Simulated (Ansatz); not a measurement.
Relaxation of a periodic cell of 25 atoms, TiSi$_{8}$O$_{16}$ (host SiO2, host structure P4_2/mnm, interstitial Ti), to a largest force component of 0.03 eV/Å in at most 60 steps.

The calculation used DFT r2SCAN-D3(BJ), scalar-relativistic, plane waves, PAW in Ansatz. Settings: PAW set soft_1, cutoff 500 eV, k mesh 2x2x2, fermi-dirac smearing 0.02 eV, no spin polarisation.

```xyz
25
Lattice="-4.1773 -4.1773 0.0000 4.1773 -4.1773 0.0000 0.0000 0.0000 5.3310" Properties=species:S:1:pos:R:3:forces:R:3
Si 0.000 -4.177 0.000 -0.06 5.32 1.63
Si 2.089 -2.089 1.333 -1.62 -0.05 1.15
O 1.279 -2.899 0.000 0.09 -0.27 -0.13
O 0.810 -0.810 1.333 0.03 0.10 -0.10
O -1.279 -5.456 0.000 -14.30 12.60 11.25
O 3.367 -3.367 1.333 -0.26 0.42 0.91
Si 0.000 -4.177 2.666 -0.18 1.20 -0.87
Si 2.089 -2.089 3.998 -6.74 -0.51 -2.73
O 1.279 -2.899 2.666 -0.01 -0.08 0.02
O 0.810 -0.810 3.998 0.50 0.03 0.40
O -1.279 -5.456 2.666 0.72 0.34 -1.23
O 3.367 -3.367 3.998 -7.49 -15.64 -10.00
Si 0.000 0.000 0.000 0.61 -4.38 1.17
Si -2.089 -2.089 1.333 1.22 0.13 0.43
O -2.899 -2.899 0.000 9.10 -4.63 4.36
O 0.810 -4.987 1.333 0.28 -0.48 0.65
O -1.279 -1.279 0.000 -0.15 0.34 -0.26
O -0.810 -3.367 1.333 -0.06 0.09 0.04
Si 0.000 0.000 2.666 0.06 -1.46 -0.33
Si -2.089 -2.089 3.998 3.43 0.25 -0.82
O -2.899 -2.899 2.666 -0.41 0.06 -0.29
O 0.810 -4.987 3.998 6.17 7.11 -4.92
O -1.279 -1.279 2.666 -0.07 -0.01 0.03
O -0.810 -3.367 3.998 -0.17 -0.23 0.18
Ti -0.128 -6.269 -0.649 9.30 -0.24 -0.55
```

**Question.** Where does it end, and by what steps?

**Answer.** It converged. Limits of this set-up: coarse k mesh, a small cell, in which the defect meets its images. After 16 steps the energy has fallen by 13.226 eV; O12 moved furthest, 0.70 Å. The start is strongly strained (largest force component 16 eV/Å), so its close contacts needn't be bonds. Parted: O16–Ti25 (2.54 → 3.10 Å).

```csv
step,energy less start (eV),largest force component (eV/Å),accepted
0,0.0000,15.635,yes
1,-7.6696,7.352,yes
2,-11.0606,1.881,yes
3,-11.4080,2.049,yes
4,-11.8157,1.176,yes
5,-12.4787,1.574,yes
6,-12.7963,1.621,yes
7,-12.9776,1.507,yes
8,-13.0189,1.501,yes
9,-13.2018,0.318,yes
10,-13.2145,0.157,yes
11,-13.2122,0.293,no
12,-13.2216,0.099,yes
13,-13.2248,0.114,yes
14,-13.2250,0.167,yes
15,-13.2244,0.140,no
16,-13.2261,0.021,yes
```

```xyz
25
Lattice="-4.1773 -4.1773 0.0000 4.1773 -4.1773 0.0000 0.0000 0.0000 5.3310" Properties=species:S:1:pos:R:3
Si 0.016 -4.082 0.132
Si 2.170 -2.031 1.354
O 1.195 -2.829 0.087
O 0.880 -0.738 1.346
O -1.175 -5.255 0.255
O 3.348 -3.346 1.305
Si -0.001 -4.154 2.675
Si 1.789 -2.232 3.944
O 1.105 -2.783 2.551
O 0.823 -0.842 3.952
O -1.169 -5.449 2.648
O 2.920 -3.689 3.561
Si 0.050 -0.099 -0.001
Si -2.063 -2.073 1.397
O -2.728 -2.807 0.083
O 0.936 -4.914 1.401
O -1.162 -1.283 0.041
O -0.835 -3.339 1.415
Si -0.062 -0.071 2.607
Si -1.917 -2.089 4.059
O -2.972 -2.857 2.780
O 0.918 -4.868 4.051
O -1.177 -1.450 2.652
O -0.769 -3.376 4.047
Ti -0.249 -6.450 -1.014
```

Whether the end is a true minimum wasn't checked by a vibrational analysis.

The run took 3.1 min on 2 threads of Arm Neoverse V2, on a shared host, peak memory 0.87 GiB.
